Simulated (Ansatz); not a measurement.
# Tl (bcc type): a single-point run

Wanted: a converged single-point run for Tl (bcc type), and a check of what comes out.

Program: Ansatz 0.2.0. Level of theory: DFT, LDA, PAW with Ansatz's default frozen-core files, scalar-relativistic. These are calculated values, not measurements.

1 further run of the same task is left out (it didn't finish). Runs told in other sessions of the task aren't counted.

### Step 1. The structure to begin with

The structure is cubic, space group Im-3m (No. 229). The conventional cell has a = 3.367 Å, b = 3.367 Å, c = 3.367 Å, α = 90.00°, β = 90.00°, γ = 90.00°. Tl (site symmetry m-3m) is surrounded by 8 Tl at 2.92 Å.

Coordinates:

```
CELL_PARAMETERS angstrom
-1.68357 1.68357 1.68357
1.68357 -1.68357 1.68357
1.68357 1.68357 -1.68357
ATOMIC_POSITIONS crystal
Tl 0.00000 0.00000 0.00000
```

### Step 2. The run

File input.yaml:

```yaml
crystal:
  lattice:
    - [-1.6835671559, 1.6835671559, 1.6835671559]
    - [1.6835671559, -1.6835671559, 1.6835671559]
    - [1.6835671559, 1.6835671559, -1.6835671559]
  atoms:
    - { symbol: Tl, position: [0.0, 0.0, 0.0] }
kpoints:
  mp_grid: { grid: [14, 13, 15] }
scf:
  occupations: { method: fermi_dirac, width: 0.1 }
  max_iter: 100
hamiltonian:
  xc: lda
  pseudopotentials: { kind: paw }
output:
  forces: true
  stress: true
  eigenvalues: true
  populations: true
```

Started as:

```
ansatz run input.yaml --threads 1 --pin off --max-ram 2048MiB --backend cpu --events-out ev --progress --plain --runs-dir out
```

Q: Will this input give a usable result? If not, why, and what should change?

The run converged and reported no error, with warnings (symmetry narrowed by mesh). It gives a pressure of 41 GPa, which is large; a structure far from rest gives such values too, whatever the setting.

In the input, kpoints.mp_grid.grid is [14, 13, 15]. The risk: uneven k-mesh. The run converged, but that does not make its result sound.

To check: set kpoints.mp_grid.grid to [14, 14, 14].
